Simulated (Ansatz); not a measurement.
This script drives the Ansatz DFT code, driven from Python.

`run_freq.py`:
```python
'''Harmonic frequencies of FH3S3Si at its relaxed geometry.'''

import ansatz as az
from ase import Atoms
from ase.thermochemistry import IdealGasThermo
import numpy as np


def main() -> None:
    atoms = Atoms(['F', 'Si', 'S', 'S', 'S', 'H', 'H', 'H'], positions=[
        (-0.7887, 0.7568, 1.2407),
        (0.1423, 0.2075, 0.1142),
        (2.1305, 0.4427, 0.7255),
        (-0.1124, 1.24, -1.7247),
        (-0.282, -1.8656, -0.1601),
        (2.0464, -0.2921, 1.8413),
        (-1.4941, 1.1335, -1.69),
        (-1.5498, -1.68, -0.4026),
    ])
    fh3s3si = az.Crystal.molecule_from_ase(atoms)

    model = (
        fh3s3si.calculation()
        .basis(gaussian='def2-SVP')
        .functional('b3lyp')
        .accuracy('medium')
        .scf(lower_state_search='off')
    )
    symbols = [site.symbol for site in fh3s3si.cartesian_sites]
    start = np.array([site.position_ang for site in fh3s3si.cartesian_sites], dtype=float)
    def progress(event):
        if event['event'] == 'relax_step':
            row = event['data']
            print(f'step {row["step"]:3d}  E = {row["lagrangian_ev"]:.6f} eV  largest force component {row["allowed_force_max_ev_ang"]:.4f} eV/A')


    r = model.relax(force_tolerance=0.003, max_steps=100).session().plan().execute(on_event=progress).report
    end = np.array(r['positions_ang'])

    print('final positions (A) and the move of each atom')
    for symbol, xyz, old in zip(symbols, end, start):
        print(f'{symbol:2s} {xyz[0]:10.5f} {xyz[1]:10.5f} {xyz[2]:10.5f}   {np.linalg.norm(xyz - old):7.4f}')

    # same settings at the minimum
    minimum = az.Crystal.molecule()
    for symbol, place in zip(symbols, end):
        minimum = minimum.atom(symbol, place.tolist())
    vibrating = minimum.calculation()
    vibrating = vibrating.basis(gaussian='def2-SVP')
    vibrating = vibrating.functional('b3lyp')
    vibrating = vibrating.accuracy('medium').scf(lower_state_search='off')
    vibrating = vibrating.phonons(temperatures=(100, 500, 100))
    vib = vibrating.run(threads=1, backend='cpu').report['vibrations']
    sums = vib['harmonic_sums']
    modes = [m['omega_inv_cm'] for m in sums['modes_at_gamma'] if m['rigid_motion'] == 'no']
    print('frequencies (1/cm):', ' '.join(f'{w:.0f}' for w in modes))
    print('imaginary modes:', sum(w < 0 for w in modes), ' zero-point energy:', round(sums['zero_point_energy_ev'], 4), 'eV')
    # rigid rotor and ideal gas, symmetry number taken as one
    gas = IdealGasThermo(vib_energies=[w / 8065.544 for w in modes if w > 0], geometry='linear' if len(modes) == 3 * len(symbols) - 5 else 'nonlinear',
                         atoms=Atoms(symbols, positions=end), symmetrynumber=1, spin=0.0)
    print(f'H(298 K) - E = {gas.get_enthalpy(298.15, verbose=False):.4f} eV')
    print(f'S(298 K, 1 bar) = {96485.33 * gas.get_entropy(298.15, 1e5, verbose=False):.1f} J/(mol K) with symmetry number 1')


if __name__ == '__main__':
    main()
```

It is started by `python run_freq.py`. How long does it take on 1 thread of Arm Neoverse V2, on a shared host, and how much memory does it need?

It took about 4.3 min, with a peak of 0.32 GiB, for 2 runs of the engine.

```console
$ python run_freq.py
step   1  E = -43140.319672 eV  largest force component 1.7807 eV/A
step   2  E = -43140.468084 eV  largest force component 1.2472 eV/A
step   3  E = -43140.538007 eV  largest force component 0.4014 eV/A
step   4  E = -43140.532263 eV  largest force component 0.5260 eV/A
step   5  E = -43140.560231 eV  largest force component 0.0701 eV/A
step   6  E = -43140.567034 eV  largest force component 0.2091 eV/A
step   7  E = -43140.572122 eV  largest force component 0.1792 eV/A
step   8  E = -43140.577784 eV  largest force component 0.0238 eV/A
step   9  E = -43140.577275 eV  largest force component 0.0487 eV/A
step  10  E = -43140.578025 eV  largest force component 0.0124 eV/A
step  11  E = -43140.578112 eV  largest force component 0.0362 eV/A
step  12  E = -43140.578207 eV  largest force component 0.0190 eV/A
step  13  E = -43140.578299 eV  largest force component 0.0036 eV/A
step  14  E = -43140.578484 eV  largest force component 0.0598 eV/A
step  15  E = -43140.578672 eV  largest force component 0.0417 eV/A
step  16  E = -43140.579042 eV  largest force component 0.0751 eV/A
step  17  E = -43140.579358 eV  largest force component 0.0839 eV/A
step  18  E = -43140.579717 eV  largest force component 0.1262 eV/A
step  19  E = -43140.579514 eV  largest force component 0.1990 eV/A
step  20  E = -43140.580588 eV  largest force component 0.0545 eV/A
step  21  E = -43140.582871 eV  largest force component 0.0161 eV/A
step  22  E = -43140.582959 eV  largest force component 0.2623 eV/A
step  23  E = -43140.585437 eV  largest force component 0.1617 eV/A
step  24  E = -43140.597057 eV  largest force component 0.0883 eV/A
step  25  E = -43140.608896 eV  largest force component 0.1258 eV/A
step  26  E = -43140.575163 eV  largest force component 1.1696 eV/A
step  27  E = -43140.613867 eV  largest force component 0.0759 eV/A
step  28  E = -43140.618361 eV  largest force component 0.0226 eV/A
step  29  E = -43140.615164 eV  largest force component 0.4127 eV/A
step  30  E = -43140.619515 eV  largest force component 0.0407 eV/A
step  31  E = -43140.619716 eV  largest force component 0.0868 eV/A
step  32  E = -43140.619861 eV  largest force component 0.0420 eV/A
step  33  E = -43140.620069 eV  largest force component 0.0010 eV/A
final positions (A) and the move of each atom
F    -1.02614    0.54481    1.15964    0.3285
Si   -0.00583    0.00208    0.01241    0.2729
S     1.98943    0.56228    0.53176    0.2678
S    -0.53998    0.87237   -1.86428    0.5809
S    -0.15586   -2.12594   -0.10419    0.2946
H     1.90664    0.07443    1.79404    0.3951
H    -0.56785    2.14007   -1.38428    1.4016
H    -1.50821   -2.12730   -0.20080    0.4925
frequencies (1/cm): 108 108 181 182 188 256 256 289 407 571 571 721 765 765 894 2655 2656 2656
imaginary modes: 0  zero-point energy: 0.8821 eV
H(298 K) - E = 1.1368 eV
S(298 K, 1 bar) = 380.5 J/(mol K) with symmetry number 1
```

Notes:
- The settings weren't tested for convergence.
- The frequencies are harmonic and unscaled, in a modest basis. The result belongs to the one conformer reached from this start, and soft torsions count as harmonic oscillators.
- b3lyp holds the VWN-RPA fit, as in Gaussian; the form of ORCA and Turbomole is b3lyp5.
- The entropy takes a symmetry number of 1; a symmetric molecule's is lower by R ln(sigma).

(Lines on the test bed's own set-up are left out of the output.)
